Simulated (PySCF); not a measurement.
# F6Si: the cost of one run

Programs: PySCF 2.14.0, with density-fitted response routines of our own. Each step states its level of theory. These are calculated values for one molecule in the gas phase, unless marked as measured. Atoms count from 0, in the outputs and in this text.

**1. The starting structure**

7 atoms, charge -2, multiplicity 1; geometry from: GFN2-xTB.

Bonds of the start (Å): F0–Si1 1.71, Si1–F2 1.71, Si1–F3 1.71, Si1–F4 1.71, Si1–F5 1.71, Si1–F6 1.71.

**2. Relaxing the molecule at PBE0-D3(BJ)/def2-SVP**

What the job is given:

```
{"job": {"xc": "PBE0", "basis": "def2-SVP", "d3": "d3bj", "grid": 1, "kind": "geom"}, "charge": -2, "multiplicity": 1}
F     -0.322010    -1.280060    -1.086590
Si     0.000040    -0.000150     0.000050
F      0.626950     0.934640    -1.286980
F     -1.557760     0.640730    -0.292890
F      1.557640    -0.640590     0.293830
F     -0.627640    -0.934420     1.286800
F      0.322010     1.280060     1.086590
```

Q: Estimate the wall time of this first job on 4 threads of Intel Xeon at 2.10GHz (Emerald Rapids), shared host.

About 36 s.
